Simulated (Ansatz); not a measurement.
**CH₆AlBS: up Jacob's ladder to CCSD(T)**

One table from this session's results is given with a row withheld; the runs are named, their logs left out.

The runs use Ansatz 0.2.0, Gaussian basis; functionals in def2-TZVPP, the program's frozen cores in correlated methods.

Plan: LDA (SPW92), PBE-D4, revPBE-D4, BLYP-D4, r2SCAN-D4, B97M-V, PBE0-D4, B3LYP-D4, r2SCANh-D4, r2SCAN0-D4, HSE06-D4, BHLYP-D4, CAM-B3LYP-D4, LC-ωPBE, ωB97X-V, ωB97M-V, B2PLYP, PBE-QIDH; CCSD(T)/def2-SVP; CCSD(T)/def2-TZVPP; MP2/def2-QZVPP; extrapolation to the limit; RPA on PBE.

### Structure used throughout

The geometry comes from an earlier relaxation with PBE0-D4 in a triple-zeta def2 set; it is a stationary point, not always the lowest conformer.

SMILES `[BH2][AlH][S]C`, 10 atoms, charge 0, spin multiplicity 1.

Atoms are counted from 1 here; the program's logs count them from 0.

Bond lengths: B1–Al2 2.121 Å, B1–H5 1.200 Å, B1–H6 1.200 Å, Al2–S3 2.182 Å, Al2–H7 1.588 Å, S3–C4 1.823 Å, C4–H8 1.089 Å, C4–H9 1.089 Å, C4–H10 1.089 Å. Angles: Al2–B1–H5 122.6°, Al2–B1–H6 122.7°, H5–B1–H6 114.6°, B1–Al2–S3 119.0°, B1–Al2–H7 126.4°, S3–Al2–H7 114.7°, Al2–S3–C4 103.1°, S3–C4–H8 111.5°, S3–C4–H9 107.1°, S3–C4–H10 111.2°, H8–C4–H9 108.5°, H8–C4–H10 109.9°, H9–C4–H10 108.6°.

Geometry (Å):

```xyz
10

B    -1.1836    1.0570   -1.1169
Al    0.9046    1.0761   -0.7471
S     1.7458   -0.3832    0.6392
C     0.2860   -1.3349    1.1743
H    -1.6766    0.4232   -2.0081
H    -1.9671    1.6673   -0.4439
H     1.9654    2.0666   -1.3909
H    -0.4858   -0.6854    1.5851
H     0.6172   -2.0157    1.9576
H    -0.1227   -1.9222    0.3534
```

The first run:

Input file in.yaml:

```yaml
crystal:
  periodic: [false, false, false]
  atoms:
    - {symbol: B, position_ang: [-1.183589, 1.057048, -1.116851]}
    - {symbol: Al, position_ang: [0.904646, 1.076109, -0.747081]}
    - {symbol: S, position_ang: [1.745834, -0.383163, 0.639240]}
    - {symbol: C, position_ang: [0.286013, -1.334920, 1.174308]}
    - {symbol: H, position_ang: [-1.676646, 0.423215, -2.008089]}
    - {symbol: H, position_ang: [-1.967136, 1.667270, -0.443895]}
    - {symbol: H, position_ang: [1.965372, 2.066575, -1.390927]}
    - {symbol: H, position_ang: [-0.485847, -0.685422, 1.585124]}
    - {symbol: H, position_ang: [0.617237, -2.015676, 1.957616]}
    - {symbol: H, position_ang: [-0.122686, -1.922237, 0.353353]}
basis:
  gaussian: {orbitals: def2-TZVPP}
hamiltonian: {xc: lda}
output: {orbitals: {seedname: orbitals}}
```

Run with:

```console
ansatz run in.yaml --threads 2 --pin off --events-out ev --progress --plain --max-ram 4352MiB
```

Among the steps run: LDA; PBE-D4 (GGA); revPBE-D4 (GGA); BLYP-D4 (GGA); r2SCAN-D4 (meta-GGA); B97M-V (meta-GGA); B3LYP-D4 (hybrid); r2SCANh-D4 (hybrid); r2SCAN0-D4 (hybrid); HSE06-D4 (hybrid); BHLYP-D4 (hybrid); CAM-B3LYP-D4 (range-separated); LC-ωPBE (range-separated); ωB97X-V (range-separated); ωB97M-V (range-separated); B2PLYP (double hybrid); PBE-QIDH (double hybrid).

One of the session's tables, all rows but one given; the rest of the session is left out.

It belongs to the step «Orbital energies across the functionals». 

| functional | HOMO (eV) | LUMO (eV) | gap (eV) |
| --- | --- | --- | --- |
| LDA (SPW92) | -6.09 | -3.85 | 2.24 |
| PBE-D4 | -5.98 | -3.54 | 2.43 |
| revPBE-D4 | -5.93 | -3.41 | 2.52 |
| BLYP-D4 | -5.80 | -3.34 | 2.47 |
| r2SCAN-D4 | -6.21 | -3.21 | 3.00 |
| B97M-V | ? | ? | ? |
| PBE0-D4 | -7.10 | -2.55 | 4.56 |
| B3LYP-D4 | -6.86 | -2.72 | 4.14 |
| r2SCANh-D4 | -6.63 | -2.86 | 3.76 |
| r2SCAN0-D4 | -7.26 | -2.36 | 4.90 |
| HSE06-D4 | -6.70 | -2.93 | 3.77 |
| BHLYP-D4 | -8.09 | -1.46 | 6.63 |
| CAM-B3LYP-D4 | -8.38 | -1.40 | 6.97 |
| LC-ωPBE | -9.76 | -0.23 | 9.54 |
| ωB97X-V | -9.41 | -0.34 | 9.07 |
| ωB97M-V | -9.27 | -0.59 | 8.68 |

Q: Estimate the row for B97M-V from the others.

As computed: HOMO (eV): -6.28; LUMO (eV): -3.36; gap (eV): 2.92. In the column «HOMO (eV)» it lies between r2SCANh-D4 (-6.63) and r2SCAN-D4 (-6.21).
